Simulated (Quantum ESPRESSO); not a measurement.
Runs of Quantum ESPRESSO 7.5 on AlSH3. The cell holds a molecule in a box, 5 atoms: a = 13.000 Å, b = 11.000 Å, c = 12.000 Å, α = 90.00°, β = 90.00°, γ = 90.00°. 

```tsv
task	level	potentials or basis	cell	cutoff (eV)	smearing	boundary across the vacuum	ASE optimiser	assume isolated	gap on the mesh (eV)	largest force (eV/Å)
relaxation of the atoms	B86bPBE	PseudoDojo 0.5 SR PBE standard	atoms relaxed	1225	fixed	mt	BFGS	-	(a)	0.01
real-space fields	RPBE	PseudoDojo 0.5 SR PBE standard	as given	1225	fixed	mt	-	mt	4.54	0.28
real-space fields	PBE+D3	PseudoDojo 0.4 SR PBE stringent	as given	1225	fermi-dirac 0.025 eV	mt	-	mt	4.52	0.27
real-space fields	PBE	PseudoDojo 0.4.1 SR PBE standard	as given	980	fermi-dirac 0.05 eV	none	-	-	4.52	0.28
```

Alike in all rows: no spin polarisation; k mesh 1 × 1 × 1.

Task: Estimate the missing entries.

Result: (a) 4.49.

Caveats: this is a molecule in a periodic box, so the gap is that between its Kohn-Sham HOMO and LUMO and the box isn't a crystal; the potentials were made for another functional, which shifts forces and pressure (some runs).

A k mesh can miss the band edges.

A gap of «none» marks a metal or a gap under the smearing width.

Not every run made on this cell is shown here.
